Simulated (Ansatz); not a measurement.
**MoS₂: a line through a two-coordinate scan**

An exercise on one series of results from a longer session: the logs are not shown, and one member is left open.

Program: Ansatz 0.2.0. Level of theory: DFT PBEsol, scalar-relativistic, plane waves, PAW. These are calculated values, not measurements.

72 further runs of the same task are left out: 72 set aside as unsound or not needed.

### The system as given

The structure is hexagonal, space group P6_3/mmc (No. 194). Conventional cell: a = 3.142 Å, b = 3.142 Å, c = 12.570 Å, α = 90.00°, β = 90.00°, γ = 120.00°. Mo (site symmetry -6m2) is surrounded by 6 S at 2.39 Å. S (site symmetry 3m) has 3 Mo at 2.39 Å as nearest neighbours.

As a file:

```
CELL_PARAMETERS angstrom
3.14165 0.00000 0.00000
-1.57082 2.72074 0.00000
0.00000 0.00000 12.57026
ATOMIC_POSITIONS crystal
Mo 0.33333 0.66667 0.25000
Mo 0.66667 0.33333 0.75000
S 0.33333 0.66667 0.62599
S 0.66667 0.33333 0.12599
S 0.33333 0.66667 0.87401
S 0.66667 0.33333 0.37401
```

It is the result of an earlier relaxation at this level (volume 17.91 Å³/atom; gap on the mesh: 0.98 eV).

### What is varied

The energy is mapped over volume and the cell's shape.

First coordinate, volume per atom: 11 values from 15.76 to 20.06 Å³. Second coordinate, c/a of the conventional cell: 11 values from 3.335 to 4.800.

Nothing else is relaxed (fractional coordinates fixed). Energies count from the relaxed crystal. Points are written as (first, second).

Set-up of the first run:

File input.yaml:

```yaml
crystal:
  lattice:
    - [2.8679993731, 0.0, 0.0]
    - [-1.4339996866, 2.4837603152, 0.0]
    - [0.0, 0.0, 13.2736746987]
  atoms:
    - { symbol: Mo, position: [0.3333333333, 0.6666666667, 0.25] }
    - { symbol: Mo, position: [0.6666666667, 0.3333333333, 0.75] }
    - { symbol: S, position: [0.3333333333, 0.6666666667, 0.6259932117] }
    - { symbol: S, position: [0.6666666667, 0.3333333333, 0.1259932117] }
    - { symbol: S, position: [0.3333333333, 0.6666666667, 0.8740067883] }
    - { symbol: S, position: [0.6666666667, 0.3333333333, 0.3740067883] }
basis:
  ecutwfc: 420
kpoints:
  mp_grid: { grid: [12, 12, 4] }
hamiltonian:
  xc: pbesol
scf:
  occupations: { method: cold, width: 0.2 }
output:
  forces: true
  stress: true
  eigenvalues: true
```

The run is started by

```bash
$ ansatz run input.yaml --threads 2 --pin off --max-ram 4096MiB --backend cpu --events-out ev --progress --plain --runs-dir out
```

Steps of the session up to this table: Point (15.76 Å³, 4.628); Point (16.19 Å³, 4.628); Grid point (16.62 Å³, 4.628); The run at (17.05 Å³, 4.628); The run at (17.48 Å³, 4.628); Grid point (17.91 Å³, 4.628); Point (18.34 Å³, 4.628); The run at (19.20 Å³, 4.628); Point (19.63 Å³, 4.628); Point (20.06 Å³, 4.628).

One of the session's tables, all rows but one given; the rest of the session is left out.

```
volume per atom (Å³)  energy (meV/atom)  slope (meV/atom per Å³)  pressure (GPa)  band gap on the k-mesh (eV)  largest force on an atom (eV/Å)
               15.76                283                     −153            24.5                        1.007                             0.43
               16.19                226                     −112            18.0                        0.984                             0.11
               16.62                186                      −77            12.3                        0.963                             0.59
               17.05                159                      −46             7.3                        0.944                             1.03
               17.48                146                      −18             3.0                        0.926                             1.42
               17.91                  ?                        ?               ?                            ?                                ?
               18.34                150                       27            −4.2                        0.893                             2.09
               18.77                165                       45            −7.2                        0.877                             2.38
               19.20                188                       61            −9.8                        0.863                             2.64
               19.63                218                       75           −12.1                        0.849                             2.88
               20.06                253                       88           −14.1                        0.835                             3.09
```

Estimate the missing values for volume per atom (Å³) = 17.91.

Worked estimate for «energy (meV/atom)». A straight line through the neighbours (17.48, 146) and (18.34, 150) gives 146 + (150 − 146) × (17.91 − 17.48) / (18.34 − 17.48) = 148; a parabola fitted to 4 rows on both sides gives 143.

As computed: energy (meV/atom): 143; slope (meV/atom per Å³): 6; pressure (GPa): −0.9; band gap on the k-mesh (eV): 0.909; largest force on an atom (eV/Å): 1.77. In «energy (meV/atom)» the line misses by +5 and the parabola by +0.

Energies count from the relaxed crystal. Rows without a step come from runs not printed here or follow by symmetry. Slopes come from the forces (and the stress, where the cell changes), not from differences of energies.

In words: The lowest point of the line is at 17.91 Å³, 143 meV/atom from the zero. Energies and slopes round the minimum, fitted together, put the minimum at 17.804 Å³, with a curvature of about 54 meV/atom per (Å³)². V·d²E/dV² there is about 150 GPa, a bulk modulus under this line's constraint. The highest point computed, at 15.76 Å³, lies 140 meV/atom above the lowest. This is one cut through a surface in two coordinates; the map's lowest point lies off it. A rigid map gives upper bounds: relaxing the other coordinates can only lower a point. The gap on the mesh closes on part of the grid.
